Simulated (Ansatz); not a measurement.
I need a rigid torsion scan of C2H5AlBrF, SMILES C[CH2][Al]([F])[Br]. Use Ansatz's Python interface. Level of theory (for the species named): B3LYP, def2-SVP basis, multiplicity 1.

```xyz
10

C    -0.2539    0.4975    1.1696
C     0.5576    0.4849   -0.0954
Al    0.0155   -1.0488   -1.2804
F     1.3289   -2.3186   -1.6585
Br   -2.1599   -1.2086   -2.1340
H     0.0074    1.4209    1.7830
H    -1.3447    0.6711    0.8878
H    -0.1426   -0.3718    1.7445
H     0.4444    1.4455   -0.6296
H     1.6303    0.3767    0.2159
```

Script `run_torsion.py`:
```python
"""Energy of C2H5AlBrF as one group turns about a bond."""

import ansatz
from ase import Atoms

BASIS = "def2-SVP"
XC = "b3lyp"
FORCE_TOL = 0.02


def main() -> None:
    atoms = Atoms(["C", "C", "Al", "F", "Br", "H", "H", "H", "H", "H"], positions=[
        [-0.2539, 0.4975, 1.1696],
        [0.5576, 0.4849, -0.0954],
        [0.0155, -1.0488, -1.2804],
        [1.3289, -2.3186, -1.6585],
        [-2.1599, -1.2086, -2.134],
        [0.0074, 1.4209, 1.783],
        [-1.3447, 0.6711, 0.8878],
        [-0.1426, -0.3718, 1.7445],
        [0.4444, 1.4455, -0.6296],
        [1.6303, 0.3767, 0.2159],
    ])

    # relax first, so that the scan starts from a minimum
    first = (
        ansatz.Crystal.molecule_from_ase(atoms).calculation()
        .basis(gaussian=BASIS)
        .functional(XC)
        .relax(force_tolerance=FORCE_TOL, max_steps=80)
    )
    atoms.positions = first.run().report["positions_ang"]

    start = atoms.get_dihedral(2, 1, 0, 5)
    energies = {}
    for turn in range(0, 121, 20):
        turned = atoms.copy()
        turned.set_dihedral(2, 1, 0, 5, start + turn, indices=[0, 5, 6, 7])
        model = (
            ansatz.Crystal.molecule_from_ase(turned).calculation()
            .basis(gaussian=BASIS)
            .functional(XC)
        )
        energies[round((start + turn) % 360)] = model.run().report["free_energy_ev"]
    floor = min(energies.values())
    print("dihedral Al2-C1-C0-H5 (deg)   E - E(min) (kJ/mol)")
    for angle, e in sorted(energies.items()):
        print(f"{angle:8d} {96.485332 * (e - floor):14.3f}  " + "#" * int(30 * (e - floor) / max(max(energies.values()) - floor, 1e-9)))


if __name__ == "__main__":
    main()
```

Output of `python run_torsion.py`:
```text
dihedral Al2-C1-C0-H5 (deg)   E - E(min) (kJ/mol)
     180          0.000
     200          2.598  #######
     220          7.815  ######################
     240         10.438  ##############################
     260          7.821  ######################
     280          2.615  #######
     300          0.045
```

What to keep in mind:
- The scan is rigid and the energies are electronic, in a modest basis. With rigid groups the curve can differ much from the relaxed path, the start wasn't checked as a minimum of this torsion, and equivalent turns needn't return to the same energy.
- b3lyp holds the VWN-RPA fit, as in Gaussian; the form of ORCA and Turbomole is b3lyp5.
- Hardware and time: 3.8 min on 1 thread of Arm Neoverse V1, on a shared host, peak memory 0.36 GiB.
